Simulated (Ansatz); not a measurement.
**H6N2O2Ti: small, medium and large basis sets**

How large a basis does H6N2O2Ti need? Two functionals are run in growing sets.

Computed with Ansatz 0.2.0, Gaussian basis. Level: one geometry, several basis sets.

Levels to be run: PBE0-D4/def2-SVP; ωB97M-V/def2-SVP; PBE0-D4/def2-QZVPP; ωB97M-V/def2-QZVPP; the functionals' def2-TZVPP values are taken from earlier runs.

### 1 Structure used throughout

All runs share one geometry, relaxed beforehand with PBE0-D4 in a triple-zeta def2 set.

SMILES `[NH2][Ti]([NH2])([OH])[OH]`, 11 atoms, charge 0, spin multiplicity 1.

Atoms are counted from 1 here; the program's logs count them from 0.

Bond lengths: N1–Ti2 1.887 Å, N1–H6 1.010 Å, N1–H7 1.009 Å, Ti2–N3 1.886 Å, Ti2–O4 1.808 Å, Ti2–O5 1.807 Å, N3–H8 1.010 Å, N3–H9 1.010 Å, O4–H10 0.957 Å, O5–H11 0.958 Å. Angles: Ti2–N1–H6 123.4°, Ti2–N1–H7 125.2°, H6–N1–H7 110.4°, N1–Ti2–N3 107.5°, N1–Ti2–O4 107.3°, N1–Ti2–O5 110.5°, N3–Ti2–O4 112.7°, N3–Ti2–O5 106.7°, O4–Ti2–O5 112.1°, Ti2–N3–H8 125.2°, Ti2–N3–H9 123.5°, H8–N3–H9 110.3°, Ti2–O4–H10 131.2°, Ti2–O5–H11 128.7°.

### 2 PBE0-D4 in def2-SVP

in.yaml

```yaml
crystal:
  periodic: [false, false, false]
  atoms:
    - {symbol: N, position_ang: [-1.268752, 1.121848, 0.179168]}
    - {symbol: Ti, position_ang: [0.231586, 0.025408, -0.151194]}
    - {symbol: N, position_ang: [0.218849, -1.353643, 1.134648]}
    - {symbol: O, position_ang: [1.699723, 1.074733, -0.036146]}
    - {symbol: O, position_ang: [0.088865, -0.770922, -1.767056]}
    - {symbol: H, position_ang: [-1.292448, 2.109639, -0.031973]}
    - {symbol: H, position_ang: [-2.065659, 0.862667, 0.740857]}
    - {symbol: H, position_ang: [0.626879, -1.292982, 2.056688]}
    - {symbol: H, position_ang: [-0.030098, -2.309451, 0.923653]}
    - {symbol: H, position_ang: [2.462478, 1.156360, -0.608676]}
    - {symbol: H, position_ang: [-0.606124, -0.680553, -2.419470]}
basis:
  gaussian: {orbitals: def2-SVP}
hamiltonian: {xc: pbe0, dispersion: d4}
output: {orbitals: {seedname: orbitals}}
```

Command:

```
> ansatz run in.yaml --threads 4 --pin off --events-out ev --progress --plain --max-ram 10444MiB
```

Further steps of the session: ωB97M-V in def2-SVP; PBE0-D4 in def2-QZVPP; ωB97M-V in def2-QZVPP.

Before running them: what should the planned runs give, taken together? Wanted: PBE0-D4: double and triple zeta above quadruple; ωB97M-V: double and triple zeta above quadruple.

**Answer**, as computed:

| quantity | value |
| --- | --- |
| PBE0-D4: double and triple zeta above quadruple | 12.94, 0.87 eV |
| ωB97M-V: double and triple zeta above quadruple | 13.13, 0.81 eV |

PBE0-D4 gains 12.07 eV from double to triple zeta, then 0.87 eV more. Total energies overstate the basis error of differences, where much of it tends to cancel.
